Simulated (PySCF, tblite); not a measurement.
# CH₉FSeSi₃: geometry, infrared bands and NMR shifts

Aim: predict the infrared bands and NMR shifts of CH₉FSeSi₃ (`FC[Se][SiH]([SiH3])[SiH3]`).

Computed with tblite 0.8.0 and PySCF 2.14.0, with density-fitted response routines of our own, on a single molecule in the gas phase. Atoms are numbered from 0 throughout.

## 1. The molecule as given

15 atoms, charge 0, multiplicity 1; geometry from: force field or distance geometry start.

Bonds of the start (Å): F0–C1 1.39, C1–Se2 1.93, Se2–Si3 2.27, Si3–Si4 2.20, Si3–Si5 2.26, C1–H6 1.11, C1–H7 1.11, Si3–H8 1.48, Si4–H9 1.48, Si4–H10 1.46, Si4–H11 1.48, Si5–H12 1.49, Si5–H13 1.46, Si5–H14 1.47.

## 2. Optimising the geometry with GFN2-xTB

Job settings and geometry (Å):

```
{"job": {"kind": "relax", "xc": "GFN2-xTB", "basis": "xTB"}, "charge": 0, "multiplicity": 1}
F      2.816300     0.534000     0.680600
C      3.009300    -0.099400    -0.540600
Se     1.404000     0.228500    -1.566900
Si    -0.308600     0.292500    -0.081500
Si    -1.923700     1.693700    -0.601000
Si    -1.154000    -1.790100     0.125700
H      3.892000     0.362500    -1.041300
H      3.172000    -1.172700    -0.318000
H      0.221900     0.615000     1.257900
H     -2.987300     0.956400    -1.326800
H     -1.488700     2.867200    -1.352200
H     -2.538400     2.134500     0.666800
H     -0.348400    -2.603800     1.075500
H     -1.275200    -2.412700    -1.187700
H     -2.495800    -1.597700     0.682000
```

Run with:

```console
$ OMP_NUM_THREADS=1 python probes_run.py task.json out
```

This one command runs all jobs of the session in turn.

**Question.** This job is followed by: GFN2-xTB harmonic vibrations, gas phase; GIAO PBE0/pcSseg-1 NMR shielding, non-relativistic, gas phase. Predict these results of the whole session: strongest single infrared mode (GFN2-xTB); zero-point energy (GFN2-xTB); 13C shifts against TMS (PBE0/pcSseg-1); 1H shifts against TMS (PBE0/pcSseg-1, means over atoms taken as alike); 19F shifts against CFCl3 (PBE0/pcSseg-1); 77Se shifts against Me2Se (PBE0/pcSseg-1); 29Si shifts against TMS (PBE0/pcSseg-1, means over atoms taken as alike); surface potential, 1st and 99th percentile.

**Answer**, as computed:

| quantity | value |
| --- | --- |
| strongest single infrared mode (GFN2-xTB) | 751 cm⁻¹, 846 km/mol |
| zero-point energy (GFN2-xTB) | 53.5 kcal/mol |
| 13C shifts against TMS (PBE0/pcSseg-1) | 88.6 ppm |
| 1H shifts against TMS (PBE0/pcSseg-1, means over atoms taken as alike) | 5.99, 5.08, 3.73 ppm |
| 19F shifts against CFCl3 (PBE0/pcSseg-1) | -228.7 ppm |
| 77Se shifts against Me2Se (PBE0/pcSseg-1) | -92 ppm |
| 29Si shifts against TMS (PBE0/pcSseg-1, means over atoms taken as alike) | -68.4, -110.2 ppm |
| surface potential, 1st and 99th percentile | -0.91 V and 1.22 V |

Over 145 steps the energy fell by 0.515 eV; of the close pairs, Si3–Si4 changed most, 2.200 to 2.336 Å. The lowest mode is imaginary (22i cm⁻¹), so the xTB geometry is not a minimum. The strongest single mode, at 751 cm⁻¹, has its largest shares on H9, H10, H11 and H13 (the list is cut at 4 atoms). Unscaled tight-binding wavenumbers are off by several per cent, some by more. Its intensities can rank the bands wrongly. H6, H7 (mean) (hydrogen on an sp3 CH2 bonded to F and Se) lies farthest downfield among hydrogen, at 5.99 ppm; its carbon carries F, which withdraws density. At PBE0/pcSseg-1: The largest span, 1144 ppm, is at Se2, where the paramagnetic term is -1152 ppm. By nearest atom (PBE0/pcSseg-1), the HOMO sits on Se2 79 % and the LUMO on Si3 29 %; Se2 15 %. Spin-orbit coupling is left out, which matters for shieldings and couplings at and beside the heavy atoms.
